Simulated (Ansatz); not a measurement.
What does this script print? It uses Ansatz's Python interface.

Script `luse_formation.py`:
```python
"""Formation energy of LuSe from the elements, after relaxing cells and atoms."""

from collections import Counter
from dataclasses import dataclass

import ansatz as az
import numpy as np


@dataclass
class Settings:
    kspacing: float = 0.33
    smearing: str = "fermi_dirac"
    width_ev: float = 0.02


cfg = Settings()

PHASES = {
    "LuSe": (
        [(0.0, 2.788, 2.788), (2.788, 0.0, 2.788), (2.788, 2.788, 0.0)],
        [
            ("Lu", (0.0, 0.0, 0.0)),
            ("Se", (0.5, 0.5, 0.5)),
        ],
    ),
    "Lu": (
        [(3.5031, 0.0, 0.0), (-1.75155, 3.03377359, 0.0), (0.0, 0.0, 5.5509)],
        [
            ("Lu", (1 / 3, 2 / 3, 0.25)),
            ("Lu", (2 / 3, 1 / 3, 0.75)),
        ],
    ),
    "Se": (
        [(4.3662, 0.0, 0.0), (-2.1831, 3.78124012, 0.0), (0.0, 0.0, 4.9536)],
        [
            ("Se", (0.2254, 0.0, 1 / 3)),
            ("Se", (0.0, 0.2254, 2 / 3)),
            ("Se", (0.7746, 0.7746, 0.0)),
        ],
    ),
}


def build(vectors, sites):
    crystal = az.Crystal(lattice=az.Lattice.of(vectors))
    for symbol, position in sites:
        crystal = crystal.atom(symbol, position)
    return crystal


def solve(name, crystal):
    calc = (
        crystal.calculation()
        .functional(az.Functional.LDA)
        .basis(16 * az.Ha)
        .kpoints(spacing=cfg.kspacing)
        .occupations(cfg.smearing, width=cfg.width_ev)
        .stress()
    )
    calc = calc.relax(force_tolerance=0.01, cell=True)
    return calc.run()


def counts(outcome):
    return Counter(site.symbol for site in outcome.lattice.sites)

def formation_energy(outcome, mu):
    n = counts(outcome)
    return (outcome.report["energy_sigma0_ev"] - sum(k * mu[element] for element, k in n.items())) / sum(n.values())


def volume_per_atom(outcome):
    return abs(np.linalg.det(outcome.lattice.cell_ang)) / len(outcome.lattice.sites)

phases = {name: build(*cell) for name, cell in PHASES.items()}

done = {}
for name, crystal in phases.items():
    done[name] = solve(name, crystal)
    print(f"{name}: {done[name].report['energy_sigma0_ev']:.4f} eV, {len(done[name].lattice.sites)} atoms")

# chemical potentials of the elements at zero temperature
references = {"Lu": "Lu", "Se": "Se"}
mu = {element: done[name].report["energy_sigma0_ev"] / len(done[name].lattice.sites) for element, name in references.items()}

target = done["LuSe"]
heat = formation_energy(target, mu)
rows = [(name, len(o.lattice.sites), volume_per_atom(o), formation_energy(o, mu)) for name, o in done.items()]
print("| phase | atoms | V (A^3/atom) | E_form (eV/atom) |")
print("| --- | --- | --- | --- |")
for row in rows:
    print(f"| {row[0]} | {row[1]:d} | {row[2]:.3f} | {row[3]:.4f} |")
```

```console
$ python luse_formation.py
LuSe: -19879.6237 eV, 2 atoms
Lu: -28986.0006 eV, 2 atoms
Se: -16149.7731 eV, 3 atoms
| phase | atoms | V (A^3/atom) | E_form (eV/atom) |
| --- | --- | --- | --- |
| LuSe | 2 | 20.745 | -1.6828 |
| Lu | 2 | 26.045 | 0.0000 |
| Se | 3 | 23.102 | 0.0000 |
```

Absolute energies stand on the zero of these potentials, so only differences at equal settings mean something. For the metals among these phases the mesh is modest: differences between phases can be off by up to 40 meV an atom. The cells come from databases of deposited and of computed structures, and not all need be stable phases. The compound is the structure given, not necessarily its lowest; energies are at zero temperature, with no correction for gases. A semilocal functional's error on such energies is often 0.05 to 0.1 eV an atom, and 0.1 to 0.3 eV against gases such as O2 or F2. Wall time of the script: 42 s on 1 thread of Arm Neoverse V2, with other jobs on the host, peak memory 0.41 GiB.

(Lines on the test bed's own set-up are left out of the output.)
